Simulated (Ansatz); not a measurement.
# Ta3AsAu2O13 (Cm) in Ansatz: convergence with wavefunction cutoff

Aim: find how far wavefunction cutoff must go before the results for Ta3AsAu2O13 settle, at PBE. This setting moves, with any that are tied to it; all else stays.

All numbers are computed with Ansatz 0.2.0; they aren't measurements. Logs are shortened: lines on timing, memory, paths and dates and some standing lists are left out, and cuts for length are marked.

### Step 1. Starting point

Symmetry: Cm, No. 8, monoclinic system. The conventional cell has a = 12.861 Å, b = 3.887 Å, c = 10.986 Å, α = 90.00°, β = 103.45°, γ = 90.00°. Around Ta (site symmetry m) lie 4 O at 1.83 to 2.03 Å. Ta (site symmetry m) has 5 O at 1.83 to 2.10 Å as nearest neighbours. Ta (site symmetry m) has 5 O at 1.86 to 2.08 Å as nearest neighbours. Around As (site symmetry m) lie 3 O at 1.73 to 1.80 Å. Au (site symmetry m) has 5 O at 1.97 to 2.26 Å as nearest neighbours. Au (site symmetry m) has 4 O at 1.98 to 2.05 Å as nearest neighbours. Around O (site symmetry m) lie 1 As at 1.73 Å. O (site symmetry m) has 1 Ta at 1.83 Å and 1 Au at 1.97 Å as nearest neighbours.

The cell was built by a generator and needn't be a form met in nature.

### Step 2. With wavefunction cutoff 200 eV

Contents of input.yaml:

```yaml
crystal:
  lattice:
    - [6.4303, -1.94333, -0.00483]
    - [6.4303, 1.94333, -0.00483]
    - [-2.54785, 0.0, 10.68617]
  atoms:
    - { symbol: Ta, position: [0.42174, 0.42174, 0.35289] }
    - { symbol: Ta, position: [0.60514, 0.60514, 0.67616] }
    - { symbol: Ta, position: [0.33575, 0.33575, 0.98865] }
    - { symbol: As, position: [0.62199, 0.62199, 0.00347] }
    - { symbol: Au, position: [0.71608, 0.71608, 0.3478] }
    - { symbol: Au, position: [0.30523, 0.30523, 0.63263] }
    - { symbol: O, position: [0.69967, 0.69967, 0.15479] }
    - { symbol: O, position: [0.56266, 0.56266, 0.34673] }
    - { symbol: O, position: [0.27377, 0.27377, 0.44492] }
    - { symbol: O, position: [0.32994, 0.32994, 0.81777] }
    - { symbol: O, position: [0.48263, 0.48263, 0.55126] }
    - { symbol: O, position: [0.75351, 0.75351, 0.62745] }
    - { symbol: O, position: [0.36278, 0.36278, 0.18289] }
    - { symbol: O, position: [0.87969, 0.87969, 0.36594] }
    - { symbol: O, position: [0.57427, 0.57427, 0.83568] }
    - { symbol: O, position: [0.11671, 0.11671, 0.67068] }
    - { symbol: O, position: [0.49325, 0.49325, 0.03078] }
    - { symbol: O, position: [0.16601, 0.16601, 0.98717] }
    - { symbol: O, position: [0.79918, 0.79918, 0.98234] }
hamiltonian:
  xc: pbe
  pseudopotentials: { kind: paw }
kpoints:
  mp_grid: { grid: [5, 5, 2] }
scf:
  occupations: { method: fermi_dirac, width: 0.05 }
output:
  forces: true
  stress: true
  eigenvalues: true
basis:
  ecutwfc: "200 eV"
```

Potentials or basis: Ansatz PAW.

The run is started by

```
$ ansatz run input.yaml --threads 8 --pin off --max-ram 20480MiB --backend cpu --events-out ev --progress --plain --runs-dir out
```

Log:

```text
Warning: basis.ecutwfc = 200 eV is below the records' recommended 420 eV, and the density's cutoff is lower with it unless basis.ecutrho_ratio is high enough to keep the records' density cutoff: compare with a run at a higher cutoff
Warning: RAYON_NUM_THREADS=8 ignored (pool sized by the plan → 8); use --threads N
Engine: ansatz 0.2.0, aarch64-unknown-linux-gnu
Pseudopotentials: kind: paw
Pseudopotential: Ta, paw, valence charge 13, recommended cutoff 420 eV (normal), Ta.paw.azcp
Pseudopotential: As, paw, valence charge 15, recommended cutoff 420 eV (normal), As.paw.azcp
Pseudopotential: Au, paw, valence charge 19, recommended cutoff 420 eV (normal), Au.paw.azcp
Pseudopotential: O, paw, valence charge 6, recommended cutoff 420 eV (normal), O.paw.azcp
Functional definition: PBE
  parameter kappa = 0.804
  parameter beta = 0.06672455060314922
[... 52 lines left out ...]
  E_vpaw       = -1272.305050  (= ΣTr[D̂ρ^β])
  E_aug_tail   = 0.246830  (compensation charges beyond the density's cutoff)
  E_ewald      = -12607.921037
  E_smearing   = -0.029316  (= −TS)
  E_closure    = 0.000000  (closes the sum)
  Σ components = -68216.222704   (vs F -68216.222704, Δ=0.00e0)
--- Forces (eV/Å), atoms counted from 1 ---
  atom   1  Ta    -0.69236970     0.00000000     1.02478827
  atom   2  Ta     1.01517872    -0.00000000    -0.12335191
  atom   3  Ta    -0.42473100     0.00000000     0.37494729
  atom   4  As    -0.75021117     0.00000000     0.40867637
  atom   5  Au     1.30553776     0.00000000     0.99202632
  atom   6  Au     0.18944183    -0.00000000    -0.63010605
[... 11 lines left out ...]
  atom  18  O      0.76388716    -0.00000000    -0.24408290
  atom  19  O     -0.32026787     0.00000000     0.28890776
  max |Σ_I F_I| component: 1.34e-3 eV/Å
--- Stress (GPa, compression-positive) ---
        4.790547       0.000000       1.083534
        0.000000       8.045779       0.000000
        1.083536       0.000000       7.493179
  P = ⅓ Tr σ = 6.7765 GPa (67.765 kbar)
--- Band table (eV; the first three rows and the last of 18) ---
  k-point 0: bands = ["-100.6266", "-100.6115", "-60.9856", "-60.8825", "-60.7094", "-51.5633", "-51.4605", "-51.2832", "-50.9012", "-50.7161", "-50.4716", "-33.5133", "-33.4826", "-33.4462", "-33.4013", "-33.3870", "-27.4405", "-27.2567", "-27.2308", "-27.1722", "-27.1422", "-27.1144", "-27.1062", "-27.0956", "-26.9507", "-13.0924", "-12.4429", "-12.0008", "-11.6235", "-11.3871", "-11.3480", "-11.2117", "-11.1379", "-10.9995", "-10.7956", "-10.6064", "-10.4175", "-9.9859", "-2.2226", "0.4631", "0.5558", "0.8759", "1.1019", "1.3161", "1.4769", "1.6145", "1.7978", "1.9986", "2.2021", "2.6716", "2.8113", "2.8336", "3.0068", "3.2636", "3.4899", "3.5616", "3.9532", "4.2291", "4.4024", "4.4143", "4.6327", "4.6778", "4.9705", "5.0090", "5.1513", "5.2283", "5.2469", "5.2763", "5.3787", "5.4751", "5.5806", "5.6511", "5.7592", "5.8307", "5.9283", "5.9445", "6.2405", "6.3545", "6.5483", "6.7125", "6.7358", "7.0676", "7.1391", "7.2250", "7.6344", "7.9087", "8.4940", "9.3364", "10.4702", "11.1316", "11.3437", "11.4055", "11.7905", "11.9207", "12.2914", "12.3151", "12.8151", "12.9895", "13.1644", "13.3140", "13.7403", "14.2241", "14.7241", "15.2265"]
  k-point 1: bands = ["-100.6234", "-100.5948", "-60.9855", "-60.8825", "-60.7093", "-51.5554", "-51.4237", "-51.2708", "-50.8562", "-50.7052", "-50.4668", "-33.5294", "-33.4687", "-33.3971", "-33.3620", "-33.3559", "-27.4369", "-27.2494", "-27.2136", "-27.1486", "-27.1327", "-27.1033", "-27.0966", "-27.0954", "-26.9433", "-13.0840", "-12.4451", "-11.9901", "-11.6118", "-11.3890", "-11.3420", "-11.2074", "-11.1366", "-10.9989", "-10.8116", "-10.5678", "-10.4124", "-9.9846", "-2.2161", "0.4888", "0.5672", "0.9116", "1.1316", "1.3710", "1.4843", "1.6012", "1.8716", "1.9299", "2.2181", "2.6337", "2.8882", "2.9148", "3.2972", "3.4029", "3.5238", "3.6397", "3.9591", "4.0220", "4.3875", "4.4629", "4.7432", "4.7569", "4.8896", "4.9710", "5.1525", "5.2390", "5.2402", "5.3331", "5.4557", "5.5293", "5.5893", "5.6174", "5.7770", "5.8638", "6.0196", "6.2005", "6.2948", "6.4198", "6.6639", "6.7176", "6.8660", "7.0271", "7.0936", "7.1782", "7.7772", "7.9700", "8.5173", "9.5729", "10.4721", "11.1413", "11.2362", "11.4043", "11.7914", "11.9684", "12.3502", "12.6406", "12.8466", "12.8900", "13.1138", "13.3619", "13.8242", "14.2422", "14.8362", "15.0595"]
  k-point 2: bands = ["-100.6174", "-100.6032", "-60.9852", "-60.8822", "-60.7091", "-51.5609", "-51.4313", "-51.2612", "-50.8704", "-50.6944", "-50.4708", "-33.4798", "-33.4666", "-33.4272", "-33.3856", "-33.3633", "-27.4386", "-27.2841", "-27.2121", "-27.1574", "-27.1334", "-27.1305", "-27.1047", "-27.0974", "-26.9897", "-12.9319", "-12.2191", "-11.8746", "-11.5663", "-11.3724", "-11.2568", "-11.1445", "-10.8962", "-10.8368", "-10.7220", "-10.6035", "-10.5377", "-9.9777", "-2.6560", "0.3268", "0.5474", "0.7669", "0.8978", "1.0715", "1.3820", "1.9605", "2.2319", "2.2842", "2.3744", "2.5599", "2.8375", "2.9250", "3.0732", "3.2993", "3.4338", "3.4834", "3.6766", "3.9308", "4.0004", "4.1256", "4.2675", "4.4088", "4.4554", "4.5987", "4.7573", "4.9764", "5.1647", "5.2190", "5.3614", "5.4435", "5.5134", "5.5635", "5.7739", "5.8555", "5.9640", "6.1328", "6.1835", "6.3880", "6.5400", "6.6906", "6.8832", "7.0185", "7.2453", "7.3985", "7.6002", "8.3182", "9.1637", "9.5808", "11.0215", "11.2259", "11.5597", "11.8126", "11.8655", "11.9730", "12.0589", "12.4226", "12.6297", "13.1588", "13.3508", "13.6052", "13.9586", "14.4829", "15.0190", "15.3959"]
  k-point 17: bands = ["-100.6123", "-100.5956", "-60.9852", "-60.8822", "-60.7091", "-51.5443", "-51.4194", "-51.2603", "-50.8577", "-50.6941", "-50.4535", "-33.4746", "-33.4513", "-33.4246", "-33.3685", "-33.3657", "-27.4308", "-27.2849", "-27.2087", "-27.1570", "-27.1358", "-27.1188", "-27.0964", "-27.0862", "-26.9891", "-12.8003", "-12.1298", "-11.8542", "-11.6158", "-11.5053", "-11.4086", "-11.1945", "-10.8813", "-10.7977", "-10.7381", "-10.5910", "-10.4707", "-9.9754", "-2.5014", "0.1017", "0.5465", "0.8335", "0.9434", "1.2562", "1.2603", "2.0978", "2.1640", "2.2594", "2.5581", "2.6267", "2.8357", "3.0124", "3.1548", "3.4408", "3.4875", "3.5326", "3.7795", "3.8154", "3.9737", "4.0669", "4.2060", "4.2433", "4.4546", "4.4697", "4.6914", "4.8973", "5.0390", "5.1713", "5.2279", "5.5576", "5.5884", "5.7264", "5.8093", "5.9759", "6.0906", "6.2393", "6.3175", "6.5108", "6.5640", "6.6973", "6.9038", "6.9834", "7.1394", "7.3886", "7.5124", "8.1816", "9.2100", "9.8384", "10.9438", "11.5592", "11.6542", "11.7813", "11.8252", "11.8886", "12.4366", "12.6176", "12.8998", "12.9752", "13.6563", "13.7628", "14.0549", "14.2318", "14.6819", "15.2762"]
```

It took 3.8 s on 8 threads of Arm Neoverse V2, shared host; peak memory 0.74 GiB.

What came out:

```yaml
Free_energy: -68216.2227 eV
Pressure: 6.8 GPa
Largest_force: 1.640 eV/Å
Band_gap_on_the_k_mesh: none (metal or under the smearing width)
```

### Step 3. With wavefunction cutoff 250 eV

input.yaml, as its differences from that of step 2:

```diff
@@ -37,2 +37,2 @@
 basis:
-  ecutwfc: "200 eV"
+  ecutwfc: "250 eV"
```

Potentials or basis: Ansatz PAW.

The run is started by

```
$ ansatz run input.yaml --threads 8 --pin off --max-ram 20480MiB --backend cpu --events-out ev --progress --plain --runs-dir out
```

Run time: 4.7 s. Hardware: 8 threads of Arm Neoverse V2, shared host; peak memory 0.91 GiB.

What came out:

* Free energy: -68298.4740 eV
* Pressure: -0.2 GPa
* Largest force: 1.065 eV/Å
* Band gap on the k mesh: none (metal or under the smearing width)

### Step 4. With wavefunction cutoff 300 eV

input.yaml, as its differences from that of step 3:

```diff
@@ -37,2 +37,2 @@
 basis:
-  ecutwfc: "250 eV"
+  ecutwfc: "300 eV"
```

The run is started by

```
$ ansatz run input.yaml --threads 8 --pin off --max-ram 20480MiB --backend cpu --events-out ev --progress --plain --runs-dir out
```

It took 5.7 s on 8 threads of Arm Neoverse V2, shared host; peak memory 1.1 GiB.

Results:

```yaml
Free_energy: -68319.5610 eV
Pressure: -0.2 GPa
Largest_force: 0.278 eV/Å
Band_gap_on_the_k_mesh: none (metal or under the smearing width)
```

### Step 5. With wavefunction cutoff 350 eV

input.yaml, as its differences from that of step 4:

```diff
@@ -37,2 +37,2 @@
 basis:
-  ecutwfc: "300 eV"
+  ecutwfc: "350 eV"
```

The run is started by

```
$ ansatz run input.yaml --threads 8 --pin off --max-ram 20480MiB --backend cpu --events-out ev --progress --plain --runs-dir out
```

Run time: 6.7 s. Hardware: 8 threads of Arm Neoverse V2, shared host; peak memory 1.2 GiB.

What came out:

* Free energy: -68324.5639 eV
* Pressure: 0.0 GPa
* Largest force: 0.049 eV/Å
* Band gap on the k mesh: none (metal or under the smearing width)

### Step 6. With wavefunction cutoff 400 eV

input.yaml, as its differences from that of step 5:

```diff
@@ -37,2 +37,2 @@
 basis:
-  ecutwfc: "350 eV"
+  ecutwfc: "400 eV"
```

Potentials or basis: Ansatz PAW.

The run is started by

```
$ ansatz run input.yaml --threads 8 --pin off --max-ram 20480MiB --backend cpu --events-out ev --progress --plain --runs-dir out
```

It took 9 s on 8 threads of Arm Neoverse V2, shared host; peak memory 1.4 GiB.

The run converged. Its results:

- Free energy: -68325.6234 eV
- Pressure: 0.0 GPa
- Largest force: 0.042 eV/Å
- Band gap on the k mesh: none (metal or under the smearing width)

### Step 7. With wavefunction cutoff 450 eV

input.yaml, as its differences from that of step 6:

```diff
@@ -37,2 +37,2 @@
 basis:
-  ecutwfc: "400 eV"
+  ecutwfc: "450 eV"
```

The run is started by

```
$ ansatz run input.yaml --threads 8 --pin off --max-ram 20480MiB --backend cpu --events-out ev --progress --plain --runs-dir out
```

Wall time 11 s (8 threads of Arm Neoverse V2, shared host); peak memory 1.6 GiB.

Results (log left out):

```
Free energy            : -68325.7937 eV
Pressure               : 0.0 GPa
Largest force          : 0.043 eV/Å
Band gap on the k mesh : none (metal or under the smearing width)
```

### Step 8. With wavefunction cutoff 500 eV

input.yaml, as its differences from that of step 7:

```diff
@@ -37,2 +37,2 @@
 basis:
-  ecutwfc: "450 eV"
+  ecutwfc: "500 eV"
```

The run is started by

```
$ ansatz run input.yaml --threads 8 --pin off --max-ram 20480MiB --backend cpu --events-out ev --progress --plain --runs-dir out
```

Run time: 12 s. Hardware: 8 threads of Arm Neoverse V2, shared host; peak memory 1.8 GiB.

The run converged. Its results:

```
Free energy            : -68325.8094 eV
Pressure               : 0.0 GPa
Largest force          : 0.042 eV/Å
Band gap on the k mesh : none (metal or under the smearing width)
```

### Step 9. With wavefunction cutoff 600 eV

input.yaml, as its differences from that of step 8:

```diff
@@ -37,2 +37,2 @@
 basis:
-  ecutwfc: "500 eV"
+  ecutwfc: "600 eV"
```

Potentials or basis: Ansatz PAW.

The run is started by

```
$ ansatz run input.yaml --threads 8 --pin off --max-ram 20480MiB --backend cpu --events-out ev --progress --plain --runs-dir out
```

It took 15 s on 8 threads of Arm Neoverse V2, shared host; peak memory 2.3 GiB.

It converged, with:

- Free energy: -68325.8200 eV
- Pressure: 0.0 GPa
- Largest force: 0.042 eV/Å
- Band gap on the k mesh: none (metal or under the smearing width)

### Step 10. With wavefunction cutoff 800 eV

input.yaml, as its differences from that of step 9:

```diff
@@ -37,2 +37,2 @@
 basis:
-  ecutwfc: "600 eV"
+  ecutwfc: "800 eV"
```

The run is started by

```
$ ansatz run input.yaml --threads 8 --pin off --max-ram 20480MiB --backend cpu --events-out ev --progress --plain --runs-dir out
```

Run time: 23 s. Hardware: 8 threads of Arm Neoverse V2, shared host; peak memory 3.3 GiB.

Results (log left out):

| Property | Result |
| --- | --- |
| Free energy | -68325.8280 eV |
| Pressure | 0.0 GPa |
| Largest force | 0.042 eV/Å |
| Band gap on the k mesh | none (metal or under the smearing width) |

### Step 11. Summary

| wavefunction cutoff | energy less the tightest run, at zero smearing (meV/atom) | pressure (GPa) | largest force (eV/Å) | SCF cycles | CPU time (s) | peak memory (GiB) |
| --- | --- | --- | --- | --- | --- | --- |
| 200 eV | 5768.77 | 6.78 | 1.640 | 13 | 28 | 0.74 |
| 250 eV | 1439.74 | -0.25 | 1.065 | 16 | 35 | 0.91 |
| 300 eV | 329.86 | -0.15 | 0.278 | 15 | 43 | 1.1 |
| 350 eV | 66.53 | 0.01 | 0.049 | 14 | 51 | 1.2 |
| 400 eV | 10.77 | 0.04 | 0.042 | 15 | 69 | 1.4 |
| 450 eV | 1.81 | 0.05 | 0.043 | 15 | 82 | 1.6 |
| 500 eV | 0.98 | 0.05 | 0.042 | 15 | 90 | 1.8 |
| 600 eV | 0.42 | 0.04 | 0.042 | 15 | 120 | 2.3 |
| 800 eV | 0.00 | 0.03 | 0.042 | 15 | 180 | 3.3 |

Against the tightest run, the energy stays within 1 meV/atom from 500 eV on; the pressure stays within 0.1 GPa from 350 eV on; the largest force stays within 0.005 eV/Å from 400 eV on. The tightest run that finished is the yardstick and may itself not be fully converged.
